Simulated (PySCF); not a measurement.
# BeB: bond curves at several levels of theory

What are the lowest state that PBE0 finds, the bond length, vibrational wavenumber and bond energy of BeB, and how much do these hang on the method?

Method: Be STO-3G, B STO-3G, no relativity; program: PySCF 2.14.0.

2 further runs of the same task are left out: 2 set aside as unsound or not needed.

## 1. The job

Settings of the job:

```yaml
atoms: Be, B
charge: 0
basis: Be STO-3G, B STO-3G
Hamiltonian: no relativity
basis_functions: 10
electrons_treated: 9
masses_in_u: 9.0122, 11.0093
levels: PBE0, PBE, r²SCAN, BLYP, BP86, TPSS
grid: 80 radial by 434 angular points
occupations: held fixed by the projection of orbital angular momentum
dissociation_limit: Be + B, each in its ground configuration
starting_distance_in_angstrom: 1.775
values_of_2S_to_try: 1, 3
```

Launch:

```sh
> OMP_NUM_THREADS=1 python dia.py task.json out
```

The runs that follow: The PBE0 curve of the state that the search chose; Higher solutions at PBE0; PBE; r²SCAN (meta-GGA); BLYP (GGA); BP86 (GGA); TPSS.

Q: Predict the outcome of this session. Wanted: for each run, Re; ωe; De; μ.

The runs gave:

Lowest PBE0 solution found, without spin–orbit coupling: ⁴Σ⁻ (quartet), unpaired electrons σ ↑, π ↑↑. State 2 has its PBE0 minimum 0.21 eV higher. State 3 has its PBE0 minimum 0.22 eV higher, as a spin-mixed determinant (⟨S²⟩ = 1.45), so this is no gap between pure states. State 4 has its PBE0 minimum 0.68 eV higher. The other levels ran on the lowest alone.

| level | Re (Å) | ωe (cm⁻¹) | De (eV) | μ (D) |
| --- | --- | --- | --- | --- |
| PBE | 1.649 | 1120 | 2.70 | -0.33 |
| BLYP | 1.656 | 1092 | 2.17 | -0.31 |
| BP86 | 1.651 | 1112 | 2.49 | -0.31 |
| TPSS | 1.649 | 1121 | 2.43 | -0.37 |
| r²SCAN | 1.640 | 1143 | 2.85 | -0.40 |
| PBE0 | 1.630 | 1168 | 2.32 | -0.53 |

De is counted to Be + B in their ground configurations. A positive dipole means Be(−)B(+).

In words: Bond lengths run from 1.630 Å (PBE0) to 1.656 Å (BLYP). Of the levels with a De here, BLYP gives the least (2.17 eV) and r²SCAN the most (2.85 eV).

The basis is very small, so these numbers show the basis as much as the molecule.
